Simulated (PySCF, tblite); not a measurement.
# C4H9NSi2: geometry, infrared bands and NMR shifts

Aim: predict the infrared bands and NMR shifts of C4H9NSi2 (`[SiH3]N[SiH]1C=CC=C1`).

Programs: tblite 0.8.0 and PySCF 2.14.0, with density-fitted response routines of our own. Each step states its level of theory. These are calculated values for one molecule in the gas phase, unless marked as measured. Atoms are numbered from 0 throughout.

## Step 1: Starting geometry

16 atoms, charge 0, multiplicity 1; geometry from: force field or distance geometry start.

Bonds of the start (Å): Si0–N1 1.70, N1–Si2 1.67, Si2–C3 1.89, C3–C4 1.36, C4–C5 1.45, C5–C6 1.35, C6–Si2 1.86, Si0–H7 1.48, Si0–H8 1.48, Si0–H9 1.47, N1–H10 1.00, Si2–H11 1.48, C3–H12 1.06, C4–H13 1.08, C5–H14 1.08, C6–H15 1.08.

## Step 2: Optimising the geometry with GFN2-xTB

What the job is given:

```
{"job": {"kind": "relax", "xc": "GFN2-xTB", "basis": "xTB"}, "charge": 0, "multiplicity": 1}
Si     2.690800     0.258300    -0.147000
N      1.171100     0.954600     0.173500
Si    -0.044100    -0.054000    -0.376400
C     -1.701900     0.823100    -0.164400
C     -2.462400     0.181900     0.764600
C     -1.857000    -0.996700     1.346900
C     -0.616800    -1.281700     0.894000
H      3.709800     1.178800     0.412800
H      2.798300    -1.080400     0.479800
H      2.857900     0.196400    -1.609600
H      1.113600     1.853400    -0.268800
H      0.120400    -0.561600    -1.755300
H     -1.965300     1.704600    -0.699800
H     -3.447300     0.508000     1.048000
H     -2.375700    -1.568200     2.102600
H      0.001000    -2.107500     1.223800
```

Launch:

```console
OMP_NUM_THREADS=1 python probes_run.py task.json out
```

One launch serves the whole session: the jobs run in the order shown.

**Question.** This job is followed by: GFN2-xTB harmonic vibrations, gas phase; GIAO PBE0/pcSseg-1 NMR shielding, non-relativistic, gas phase. What will the session give for the following? strongest single infrared mode (GFN2-xTB); zero-point energy (GFN2-xTB); 13C shifts against TMS (PBE0/pcSseg-1, means over atoms taken as alike); 1H shifts against TMS (PBE0/pcSseg-1, means over atoms taken as alike); 29Si shifts against TMS (PBE0/pcSseg-1); 15N shifts against NH3 (PBE0/pcSseg-1).

**Answer**, as computed:

| quantity | value |
| --- | --- |
| strongest single infrared mode (GFN2-xTB) | 2276 cm⁻¹, 518 km/mol |
| zero-point energy (GFN2-xTB) | 70.1 kcal/mol |
| 13C shifts against TMS (PBE0/pcSseg-1, means over atoms taken as alike) | 155.2, 136.3 ppm |
| 1H shifts against TMS (PBE0/pcSseg-1, means over atoms taken as alike) | 7.14, 6.08, 5.12, 4.86, -0.13 ppm |
| 29Si shifts against TMS (PBE0/pcSseg-1) | -18.2, -53.9 ppm |
| 15N shifts against NH3 (PBE0/pcSseg-1) | -0.1 ppm |

Relaxing lowered the energy by 0.483 eV in 121 steps; the close pair that moved most is N1–Si2, from 1.672 to 1.732 Å. All 42 modes are real, so the xTB geometry is a minimum. The strongest single mode, at 2276 cm⁻¹, moves mainly H9. GFN2-xTB is a fitted tight-binding method: band positions and strengths are rough. Its intensities can rank the bands wrongly.
